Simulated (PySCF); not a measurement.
# C2H10GeOSi2: magnetic properties

Wanted: magnetic properties for C2H10GeOSi2 (`CC(=O)[Si@@H]([SiH3])[GeH3]`).

Programs: PySCF 2.14.0, with routines of our own; each step states its level. All values are computed. Atoms count from 0.

### 1 The system as given

16 atoms, charge 0, multiplicity 1; geometry from: GFN2-xTB.

### 2 Optimising the geometry at PBE0-D3(BJ)/def2-SVP

The job: settings as JSON, then the geometry in Å.

```
{"job": {"xc": "PBE0", "basis": "def2-SVP", "d3": "d3bj", "grid": 1, "kind": "geom"}, "charge": 0, "multiplicity": 1}
C     -2.214838    -1.129257    -0.038948
C     -0.751036    -1.073280     0.284441
O     -0.244567    -1.762000     1.144841
Si     0.420811     0.143168    -0.640204
Si    -0.137445     2.337906    -0.111698
Ge     2.397643    -0.728059     0.269115
H     -2.333909    -1.370871    -1.093198
H     -2.651553    -0.145817     0.126960
H     -2.729830    -1.869180     0.570646
H      0.245392    -0.152806    -2.075374
H     -1.488731     2.677853    -0.571539
H     -0.104628     2.585271     1.331882
H      0.783975     3.284364    -0.743111
H      2.598944    -2.200905     0.121742
H      3.652790    -0.133825    -0.317869
H      2.549386    -0.453619     1.730904
```

Command:

```console
$ OMP_NUM_THREADS=1 python excited_run.py task.json out
```

This one command runs all jobs of the session in turn.

What it wrote:

```text
step   0  E = -2812.18603964  max force = 0.016589
step   1  E = -2812.19452946  max force = 0.006890
step   2  E = -2812.19489141  max force = 0.002223
step   3  E = -2812.19504454  max force = 0.001263
step   4  E = -2812.19507213  max force = 0.000995
step   5  E = -2812.19507755  max force = 0.001181
step   6  E = -2812.19508784  max force = 0.000179
optimisation converged
```

It took 67 s on 1 thread of Arm Neoverse V1, shared host; peak memory 0.7 GiB.

Relaxation path:

```
step  energy from step 0 (eV)  largest force component (eV/Å)
   0                   0.0000                          0.8530
   1                  -0.2310                          0.3543
   2                  -0.2409                          0.1143
   3                  -0.2450                          0.0649
   4                  -0.2458                          0.0512
   5                  -0.2459                          0.0607
   6                  -0.2462                          0.0092
```

Distances of close pairs at the start and the end, largest changes first:

```csv
bond,before (Å),after (Å),change (Å)
Ge5–H13,1.494,1.538,+0.044
Ge5–H15,1.495,1.538,+0.043
Ge5–H14,1.508,1.542,+0.034
Si3–Ge5,2.344,2.377,+0.033
Si4–H12,1.464,1.495,+0.031
Si4–H11,1.465,1.495,+0.030
Si4–H10,1.467,1.497,+0.030
C1–Si3,1.926,1.954,+0.028
```

The final coordinates are the input of the step that follows.

| at the end point | value |
| --- | --- |
| point group (found at 0.08 Å tolerance) | C1 |
| rotational constants (GHz, main isotopes) | 1.560, 0.956, 0.651 |
| dipole moment (D) | 2.21 |

### 3 Magnetic properties: GIAO KT3/pcSseg-1

The job: settings as JSON, then the geometry in Å.

```
{"job": {"kind": "mag", "xc": "KT3", "basis": "pcSseg-1", "isotopologues": 2}, "charge": 0, "multiplicity": 1}
C     -2.309209    -1.101902    -0.062469
C     -0.860190    -1.133344     0.343389
O     -0.453870    -1.839605     1.237767
Si     0.418786     0.021812    -0.576459
Si    -0.082518     2.257296    -0.069365
Ge     2.543614    -0.650995     0.250207
H     -2.405670    -1.354776    -1.130733
H     -2.708942    -0.081252     0.057710
H     -2.890302    -1.807132     0.548387
H      0.286770    -0.159382    -2.059983
H     -1.460844     2.599573    -0.543157
H     -0.024273     2.457408     1.411133
H      0.894215     3.180785    -0.723972
H      2.745912    -2.159671     0.033116
H      3.667070     0.112558    -0.479004
H      2.631858    -0.332163     1.751843
```

With the program's defaults for keys left out, this is: GIAO KT3/pcSseg-1 magnetisability, rotational g tensor and spin-rotation constants, non-relativistic, gas phase.

What it wrote:

```text
coarse grid: 60504 points
cycle   1  E = -2827.9293468640  dE = -4.050e-01  |g| = 1.005e+00  |ddm| = 3.626e+00
cycle   2  E = -2825.6843357420  dE =  2.245e+00  |g| = 2.841e+00  |ddm| = 5.533e+00
cycle   3  E = -2828.0281621620  dE = -2.344e+00  |g| = 5.290e-01  |ddm| = 5.465e+00
cycle   4  E = -2828.0907940899  dE = -6.263e-02  |g| = 2.023e-01  |ddm| = 7.842e-01
cycle   5  E = -2828.0978943266  dE = -7.100e-03  |g| = 5.064e-02  |ddm| = 2.329e-01
cycle   6  E = -2828.0984693851  dE = -5.751e-04  |g| = 2.127e-02  |ddm| = 9.283e-02
cycle   7  E = -2828.0985962113  dE = -1.268e-04  |g| = 5.206e-03  |ddm| = 2.958e-02
cycle   8  E = -2828.0986043467  dE = -8.135e-06  |g| = 1.487e-03  |ddm| = 9.730e-03
final grid: 124240 points
cycle   9  E = -2828.0986150052  dE =  1.399e-06  |g| = 2.839e-03  |ddm| = 5.100e-03
cycle  10  E = -2828.0986054072  dE =  9.598e-06  |g| = 7.215e-03  |ddm| = 8.581e-03
cycle  11  E = -2828.0986167927  dE = -1.139e-05  |g| = 1.208e-03  |ddm| = 5.753e-03
cycle  12  E = -2828.0986171664  dE = -3.737e-07  |g| = 1.012e-04  |ddm| = 1.830e-03
cycle  13  E = -2828.0986171701  dE = -3.748e-09  |g| = 1.505e-05  |ddm| = 1.771e-04
cycle  14  E = -2828.0986171702  dE = -7.003e-11  |g| = 1.965e-06  |ddm| = 2.342e-05
converged SCF energy = -2828.0986171702

Magnetisability tensor (1e-30 J/T^2)
    -1493.60      -55.73       82.08
      -55.73    -1431.95     -119.00
       82.08     -119.00    -1384.60
isotropic -1436.72   principal values   -1539.98  -1522.91  -1247.26
isotropic susceptibility -86.521 1e-6 cm^3/mol

Inertial axes            a          b          c
rot. const./GHz      1.5599     0.9558     0.6506
chi total           -87.843    -85.203    -86.518
chi diamagnetic    -906.854  -1322.810  -1895.095
chi paramagnetic    819.011   1237.608   1808.577
quadrupole/D A        6.940     -5.974     -0.966
g nuclear            0.5750     0.5425     0.5433
g electronic        -0.6002    -0.5557    -0.5528
g total             -0.0253    -0.0132    -0.0095

Spin-rotation constants (kHz, H = +C I.J)
atom  isotope        aa         bb         cc
  6     1H       -0.149     -0.115      0.027
  7     1H       -0.068     -0.022     -0.070
  8     1H       -0.123     -0.007     -0.060
  9     1H       -0.147     -0.084      0.032
 10     1H        0.041     -0.078     -0.058
 11     1H       -0.148     -0.083      0.023
 12     1H       -0.097     -0.001     -0.053
 13     1H       -0.106      0.001     -0.053
 14     1H       -0.064     -0.032     -0.052
 15     1H       -0.125     -0.092      0.018
  0    13C*       0.216      0.190      0.131
  1    13C*       0.839      0.436      0.235
  2    17O*      -1.262     -0.696     -0.324
  3   29Si*      -0.736     -0.517     -0.376
  4   29Si*      -0.765     -0.475     -0.325
  5   73Ge*      -0.370     -0.227     -0.154
* in the singly substituted isotopologue

Isotopologues: g along a, b, c
2H    at 6,7,8,9,10,11,    -0.0221    -0.0117    -0.0086
13C   at 0                 -0.0250    -0.0131    -0.0094
```

Run time: 54 s. Hardware: 1 thread of Arm Neoverse V1, shared host; peak memory 0.74 GiB.

Key values:

| quantity | value |
| --- | --- |
| magnetisability | -1437·10⁻³⁰ J/T² |
| molar susceptibility | -86.5·10⁻⁶ cm³/mol |
| rotational g (a, b, c) | -0.0253, -0.0132, -0.0095 |

The fields below are evaluated on a grid from the run's orbitals.

Frontier orbitals at KT3/pcSseg-1, with the share of their density that lies nearest to each atom:

| orbital | energy (eV) | lies on |
| --- | --- | --- |
| HOMO | -5.70 | O2 55 %; Si3 12 %; C1 12 % |
| LUMO | -2.29 | C1 42 %; O2 30 %; Si3 7 % |

ELF in a plane through or near 6 of the atoms.

Values, 10 rows by 14 columns:
```
0.00 0.00 0.00 0.00 0.00 0.00 0.00 0.00 0.00 0.00 0.00 0.00 0.00 0.00
0.00 0.00 0.00 0.00 0.00 0.00 0.00 0.00 0.00 0.00 0.00 0.00 0.00 0.00
0.00 0.00 0.00 0.54 0.99 0.94 0.00 0.02 0.04 0.00 0.00 0.00 0.00 0.00
0.00 0.00 0.05 0.39 0.66 0.67 0.02 0.29 0.54 0.07 0.79 0.57 0.00 0.00
0.00 0.02 0.75 0.59 0.64 0.20 0.59 0.87 0.28 0.40 0.62 0.39 0.00 0.00
0.00 0.01 0.77 0.77 0.30 0.64 0.15 0.43 0.18 0.89 0.99 0.24 0.00 0.00
0.00 0.00 0.00 0.01 0.01 0.20 0.66 0.66 0.20 0.02 0.42 0.02 0.00 0.00
0.00 0.00 0.00 0.00 0.46 0.98 0.17 0.23 1.00 0.93 0.00 0.00 0.00 0.00
0.00 0.00 0.00 0.00 0.33 0.96 0.52 0.25 0.92 0.36 0.00 0.00 0.00 0.00
0.00 0.00 0.00 0.00 0.00 0.00 0.00 0.00 0.00 0.00 0.00 0.00 0.00 0.00
```
The map spans 12.4 Å across and 11.3 Å up, centred on the molecule. Atoms in the plane (x, y in Å): C0 (2.5, 0.7), C1 (1.0, 1.0), Si4 (-0.3, -2.2), Ge5 (-2.4, 1.1), H7 (2.7, -0.3), H10 (1.0, -2.8).

On the surface of density 0.002 e/bohr³ the electrostatic potential runs, from the 1st to the 99th percentile, from -1.32 V near O2 to 1.12 V near H7.

### 4 Magnetic properties: GIAO B97-2/STO-3G

The job, as its differences from that of step 3:

```diff
@@ -1,2 +1,2 @@
-{"job": {"kind": "mag", "xc": "KT3", "basis": "pcSseg-1", "isotopologues": 2}, "charge": 0, "multiplicity": 1}
+{"job": {"kind": "mag", "xc": "B97-2", "basis": "STO-3G"}, "charge": 0, "multiplicity": 1}
 C     -2.309209    -1.101902    -0.062469
```

Method: GIAO B97-2/STO-3G magnetisability, rotational g tensor and spin-rotation constants, non-relativistic, gas phase.

What it wrote:

```text
coarse grid: 60504 points
cycle   1  E = -2781.2372249575  dE = -2.325e+00  |g| = 7.819e-01  |ddm| = 4.605e+00
cycle   2  E = -2780.5912699925  dE =  6.460e-01  |g| = 1.794e+00  |ddm| = 3.314e+00
cycle   3  E = -2781.4751522344  dE = -8.839e-01  |g| = 1.262e-01  |ddm| = 2.210e+00
cycle   4  E = -2781.4804948519  dE = -5.343e-03  |g| = 7.334e-02  |ddm| = 3.098e-01
cycle   5  E = -2781.4820884475  dE = -1.594e-03  |g| = 6.018e-03  |ddm| = 8.870e-02
cycle   6  E = -2781.4821004975  dE = -1.205e-05  |g| = 2.432e-03  |ddm| = 1.262e-02
cycle   7  E = -2781.4821022621  dE = -1.765e-06  |g| = 3.504e-04  |ddm| = 3.183e-03
final grid: 124240 points
cycle   8  E = -2781.4821513552  dE =  5.094e-08  |g| = 5.510e-04  |ddm| = 1.090e-03
cycle   9  E = -2781.4821510837  dE =  2.715e-07  |g| = 1.131e-03  |ddm| = 1.836e-03
cycle  10  E = -2781.4821514423  dE = -3.586e-07  |g| = 3.092e-05  |ddm| = 1.218e-03
cycle  11  E = -2781.4821514427  dE = -3.856e-10  |g| = 2.764e-06  |ddm| = 6.011e-05
converged SCF energy = -2781.4821514427

Magnetisability tensor (1e-30 J/T^2)
    -1541.13      -64.62      115.04
      -64.62    -1543.96     -191.92
      115.04     -191.92    -1473.03
isotropic -1519.37   principal values   -1708.26  -1595.51  -1254.35
isotropic susceptibility -91.499 1e-6 cm^3/mol

Inertial axes            a          b          c
rot. const./GHz      1.5599     0.9558     0.6506
chi total           -90.352    -90.414    -93.730
chi diamagnetic    -894.197  -1313.174  -1885.043
chi paramagnetic    803.845   1222.760   1791.313
quadrupole/D A        3.755     -4.029      0.275
g nuclear            0.5750     0.5425     0.5433
g electronic        -0.5891    -0.5491    -0.5475
g total             -0.0141    -0.0066    -0.0042

Spin-rotation constants (kHz, H = +C I.J)
atom  isotope        aa         bb         cc
  6     1H       -0.148     -0.108      0.013
  7     1H       -0.084     -0.032     -0.067
  8     1H       -0.120     -0.018     -0.057
  9     1H       -0.143     -0.084      0.014
 10     1H        0.014     -0.084     -0.058
 11     1H       -0.149     -0.087      0.009
 12     1H       -0.106     -0.017     -0.055
 13     1H       -0.123     -0.010     -0.055
 14     1H       -0.083     -0.039     -0.053
 15     1H       -0.137     -0.095      0.010
  0    13C*       0.106      0.086      0.058
  1    13C*       0.608      0.243      0.120
  2    17O*      -1.120     -0.656     -0.286
  3   29Si*      -0.485     -0.318     -0.244
  4   29Si*      -0.487     -0.300     -0.207
  5   73Ge*      -0.172     -0.090     -0.063
* in the singly substituted isotopologue
```

It took 9.7 s on 1 thread of Arm Neoverse V1, shared host; peak memory 0.71 GiB.

Key values:

```
              quantity                      value
       magnetisability           -1519·10⁻³⁰ J/T²
  molar susceptibility         -91.5·10⁻⁶ cm³/mol
rotational g (a, b, c)  -0.0141, -0.0066, -0.0042
```

### 5 Magnetic properties: GIAO KT3/3-21G

The job, as its differences from that of step 4:

```diff
@@ -1,2 +1,2 @@
-{"job": {"kind": "mag", "xc": "B97-2", "basis": "STO-3G"}, "charge": 0, "multiplicity": 1}
+{"job": {"kind": "mag", "xc": "KT3", "basis": "3-21G", "scf": {"aux": "def2-universal-jkfit"}}, "charge": 0, "multiplicity": 1}
 C     -2.309209    -1.101902    -0.062469
```

Level: GIAO KT3/3-21G magnetisability, rotational g tensor and spin-rotation constants, non-relativistic, gas phase.

What it wrote:

```text
final grid: 124240 points
cycle   1  E = -2814.1138631675  dE = -1.935e+00  |g| = 8.335e-01  |ddm| = 3.615e+00
cycle   2  E = -2812.2294073724  dE =  1.884e+00  |g| = 2.705e+00  |ddm| = 5.766e+00
cycle   3  E = -2814.2500627893  dE = -2.021e+00  |g| = 2.084e-01  |ddm| = 5.469e+00
cycle   4  E = -2814.2575630695  dE = -7.500e-03  |g| = 1.619e-01  |ddm| = 6.171e-01
cycle   5  E = -2814.2644673906  dE = -6.904e-03  |g| = 2.486e-02  |ddm| = 2.259e-01
cycle   6  E = -2814.2646443723  dE = -1.770e-04  |g| = 6.761e-03  |ddm| = 4.216e-02
cycle   7  E = -2814.2646571730  dE = -1.280e-05  |g| = 1.918e-03  |ddm| = 1.221e-02
cycle   8  E = -2814.2646582381  dE = -1.065e-06  |g| = 5.954e-04  |ddm| = 4.064e-03
cycle   9  E = -2814.2646583299  dE = -9.179e-08  |g| = 1.412e-04  |ddm| = 9.067e-04
cycle  10  E = -2814.2646583369  dE = -7.042e-09  |g| = 4.642e-05  |ddm| = 4.395e-04
cycle  11  E = -2814.2646583378  dE = -9.250e-10  |g| = 6.638e-06  |ddm| = 1.145e-04
converged SCF energy = -2814.2646583378

Magnetisability tensor (1e-30 J/T^2)
    -1641.98      -66.68       85.14
      -66.68    -1563.90     -101.11
       85.14     -101.11    -1503.00
isotropic -1569.63   principal values   -1687.20  -1638.91  -1382.77
isotropic susceptibility -94.525 1e-6 cm^3/mol

Inertial axes            a          b          c
rot. const./GHz      1.5599     0.9558     0.6506
chi total           -96.490    -93.838    -93.248
chi diamagnetic    -906.800  -1322.737  -1894.518
chi paramagnetic    810.310   1228.899   1801.270
quadrupole/D A        7.246     -5.699     -1.547
g nuclear            0.5750     0.5425     0.5433
g electronic        -0.5938    -0.5518    -0.5506
g total             -0.0189    -0.0093    -0.0073

Spin-rotation constants (kHz, H = +C I.J)
atom  isotope        aa         bb         cc
  6     1H       -0.167     -0.119      0.023
  7     1H       -0.087     -0.028     -0.072
  8     1H       -0.137     -0.015     -0.063
  9     1H       -0.158     -0.094      0.023
 10     1H        0.022     -0.090     -0.064
 11     1H       -0.163     -0.094      0.015
 12     1H       -0.115     -0.014     -0.060
 13     1H       -0.124     -0.005     -0.058
 14     1H       -0.081     -0.038     -0.056
 15     1H       -0.142     -0.100      0.014
  0    13C*       0.163      0.150      0.102
  1    13C*       0.685      0.357      0.191
  2    17O*      -1.152     -0.619     -0.293
  3   29Si*      -0.576     -0.386     -0.294
  4   29Si*      -0.609     -0.374     -0.255
  5   73Ge*      -0.236     -0.137     -0.090
* in the singly substituted isotopologue
```

Run time: 15 s. Hardware: 1 thread of Arm Neoverse V1, shared host; peak memory 0.56 GiB.

From this job:

```
              quantity                      value
       magnetisability           -1570·10⁻³⁰ J/T²
  molar susceptibility         -94.5·10⁻⁶ cm³/mol
rotational g (a, b, c)  -0.0189, -0.0093, -0.0073
```

### 6 Magnetic properties side by side

| level | ξ (10⁻³⁰ J/T²) | g(a) | g(b) | gap (eV) | functions | time |
| --- | --- | --- | --- | --- | --- | --- |
| GIAO KT3/pcSseg-1 | -1437 | -0.0253 | -0.0132 | 3.41 | 190 | 54 s |
| GIAO B97-2/STO-3G | -1519 | -0.0141 | -0.0066 | 5.83 | 61 | 9.7 s |
| GIAO KT3/3-21G | -1570 | -0.0189 | -0.0093 | 3.52 | 95 | 15 s |

### 7 What came out

| quantity | value |
| --- | --- |
| point group | C1 |
| rotational constants (main isotopes) | 1.56, 0.96, 0.65 GHz |
| magnetisability (step 3, GIAO KT3/pcSseg-1) | -1437·10⁻³⁰ J/T² |
| molar susceptibility (step 3, GIAO KT3/pcSseg-1) | -86.5·10⁻⁶ cm³/mol |
| rotational g (a, b, c) (step 3, GIAO KT3/pcSseg-1) | -0.0253, -0.0132, -0.0095 |
| surface potential, 1st and 99th percentile | -1.32 V and 1.12 V |
| magnetisability over the levels | -1570 to -1437·10⁻³⁰ J/T² |

What this shows: Relaxing lowered the energy by 0.246 eV in 6 steps; the close pair that moved most is Ge5–H13, from 1.494 to 1.538 Å. Steps that list no spin-orbit terms leave them out, which matters at and beside the heavy atoms. By nearest atom (KT3/pcSseg-1), the HOMO sits on O2 55 %; Si3 12 % and the LUMO on C1 42 %; O2 30 %. GIAO B97-2/STO-3G has a minimal basis, so it is left out of the spread where two other levels stand. The magnetisability spreads by 8.8 % over 2 levels, from GIAO KT3/3-21G (15 s) to GIAO KT3/pcSseg-1 (54 s); the runs took 15 s to 54 s. Two levels can agree by chance, so this spread shows no convergence. Vibrational averaging and real surroundings are missing from these values.
